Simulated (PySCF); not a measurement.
# C3H7NSSi2: electronic excitations

What electronic excitations should C3H7NSSi2 (`N#C[C@@H]1[SiH2]CS[SiH2]1`) show?

The runs use PySCF 2.14.0, with density-fitted response routines of our own; the level of theory stands in each step. All values are computed, except where a source is named. Atoms are numbered from 0 throughout.

## Step 1: Starting geometry

14 atoms, charge 0, multiplicity 1; geometry from: GFN2-xTB.

Bonds of the start (Å): N0–C1 1.15, C1–C2 1.42, C2–Si3 1.92, Si3–C4 1.91, C4–S5 1.84, S5–Si6 2.14, Si6–C2 1.92, C2–H7 1.09, Si3–H8 1.46, Si3–H9 1.46, C4–H10 1.09, C4–H11 1.09, Si6–H12 1.46, Si6–H13 1.46.

## Step 2: TDDFT and polarisability: CAM-B3LYP/def2-SVPD

What the job is given:

```
{"job": {"kind": "uv", "xc": "CAM-B3LYP", "basis": "def2-SVPD", "nstates": 8, "ntriplets": 3}, "charge": 0, "multiplicity": 1}
N      3.290440     0.742026     0.301664
C      2.164122     0.594995     0.451348
C      0.766082     0.409706     0.600654
Si     0.208202    -1.354487     0.099420
C     -1.654178    -1.060125    -0.189100
S     -2.020204     0.599013    -0.893437
Si    -0.204805     1.662354    -0.480410
H      0.513017     0.580521     1.650751
H      0.860190    -1.760087    -1.143958
H      0.400016    -2.305836     1.193177
H     -2.228482    -1.135701     0.732847
H     -2.074965    -1.773721    -0.892378
H     -0.517873     2.869097     0.275356
H      0.497759     1.931775    -1.728099
```

With the program's defaults for keys left out, this is: TDDFT CAM-B3LYP/def2-SVPD, vertical, gas phase, core orbitals frozen in the response.

Run with:

```
> OMP_NUM_THREADS=1 python probes_run.py task.json out
```

The driver reads the jobs from task.json and runs them one after another.

Log:

```text
coarse grid: 13536 points
cycle   1  E = -1149.7534495247  dE =  8.462e-01  |g| = 5.363e-01  |ddm| = 4.919e+00
cycle   2  E = -1149.6602494220  dE =  9.320e-02  |g| = 8.899e-01  |ddm| = 1.807e+00
cycle   3  E = -1149.8360921805  dE = -1.758e-01  |g| = 8.469e-02  |ddm| = 1.124e+00
cycle   4  E = -1149.8378530934  dE = -1.761e-03  |g| = 3.678e-02  |ddm| = 2.093e-01
cycle   5  E = -1149.8382144632  dE = -3.614e-04  |g| = 4.768e-03  |ddm| = 7.227e-02
cycle   6  E = -1149.8382220720  dE = -7.609e-06  |g| = 1.396e-03  |ddm| = 1.399e-02
final grid: 117824 points
cycle   7  E = -1149.9790937143  dE = -1.852e-05  |g| = 2.229e-03  |ddm| = 5.260e-02
cycle   8  E = -1149.9790934679  dE =  2.464e-07  |g| = 2.569e-03  |ddm| = 7.167e-03
cycle   9  E = -1149.9790950730  dE = -1.605e-06  |g| = 5.530e-04  |ddm| = 3.415e-03
cycle  10  E = -1149.9790951308  dE = -5.775e-08  |g| = 2.284e-04  |ddm| = 7.809e-04
cycle  11  E = -1149.9790951421  dE = -1.127e-08  |g| = 3.526e-05  |ddm| = 3.936e-04
cycle  12  E = -1149.9790951424  dE = -3.815e-10  |g| = 1.109e-05  |ddm| = 7.296e-05
converged SCF energy = -1149.9790951424

Static polarisability (au): isotropic 105.624, principal 83.234 109.223 124.415

Singlet excitations
state   eV       nm        f      main configurations
  1   5.2712    235.2   0.00054   H->L 0.81
  2   5.9784    207.4   0.01426   H->L+1 0.68, H->L+2 0.13, H->L+3 0.12
  3   6.3345    195.7   0.00766   H->L+2 0.70, H->L+1 0.12
  4   6.7546    183.6   0.00870   H-1->L 0.67, H-2->L 0.13
  5   6.9186    179.2   0.00771   H->L+3 0.61, H->L+4 0.16, H->L+1 0.12
  6   6.9745    177.8   0.02089   H->L+4 0.47, H->L+7 0.16, H->L+3 0.12
  7   7.2627    170.7   0.00111   H->L+5 0.31, H-1->L+2 0.16, H->L+7 0.08
  8   7.2800    170.3   0.00070   H->L+5 0.32, H-1->L+2 0.14, H->L+7 0.10

Triplet excitations (Tamm-Dancoff, eV): 4.7891 5.6799 6.1056
```

Wall time 86 s (1 thread of Arm Neoverse N1, shared host); peak memory 0.97 GiB.

Frontier orbitals and where they lie:

```tsv
orbital	eV	atoms
HOMO−3	-10.64	N0 34 %, C1 25 %, C2 13 %
HOMO−2	-10.20	S5 20 %, N0 18 %, C2 15 %
HOMO−1	-9.69	S5 32 %, N0 17 %, C1 12 %
HOMO	-8.53	S5 68 %, C4 11 %, Si6 9 %
LUMO	0.29	S5 31 %, Si6 18 %, Si3 11 %
LUMO+1	0.56	Si6 20 %, S5 15 %, Si3 15 %
LUMO+2	0.67	Si3 20 %, S5 19 %, Si6 12 %
```

With each of the 8 states as a Gaussian band of 0.4 eV half-width at 1/e, the curve within the window shown has maxima at 202 nm (ε 790), 180 nm (ε 1,500) L/(mol cm). Beyond the last state computed it falls off for lack of states. The curve at chosen wavelengths:

nm, ε (L/mol/cm) and a bar:
```
      164        151 ###
      168        440 #########
      172        903 ##################
      176       1344 ###########################
      180       1514 ##############################
      184       1371 ###########################
      188       1096 ######################
      192        881 #################
      196        793 ################
      200        785 ################
      204        781 ###############
      208        726 ##############
      212        611 ############
      217        423 ########
      221        283 ######
      225        176 ###
      229        105 ##
      233         64 #
      237         41 #
      241         28 #
      245         20 
      249         15 
      253         10 
      257          7 
      261          4 
      265          3
```

Further results of this job:

```tsv
property	computed
dipole moment (D)	3.80
polarisability (Å³)	15.65
HOMO–LUMO gap (eV)	8.82
−ε(HOMO) (eV)	8.53
```

## Step 3: What came out

```
                                quantity                        value
    lowest singlet (CAM-B3LYP/def2-SVPD)  5.27 eV (235 nm), f = 0.001
brightest single state of those computed  state 6, 6.97 eV, f = 0.021
                          lowest triplet                      4.79 eV
```

The lowest singlet, at 5.27 eV, is HOMO→LUMO 0.81 and is dark; of the 8 states computed, the strongest absorption comes from state 6 at 6.97 eV. The lowest triplet lies 0.48 eV below the lowest singlet (triplets in Tamm-Dancoff, singlets in full TDDFT).
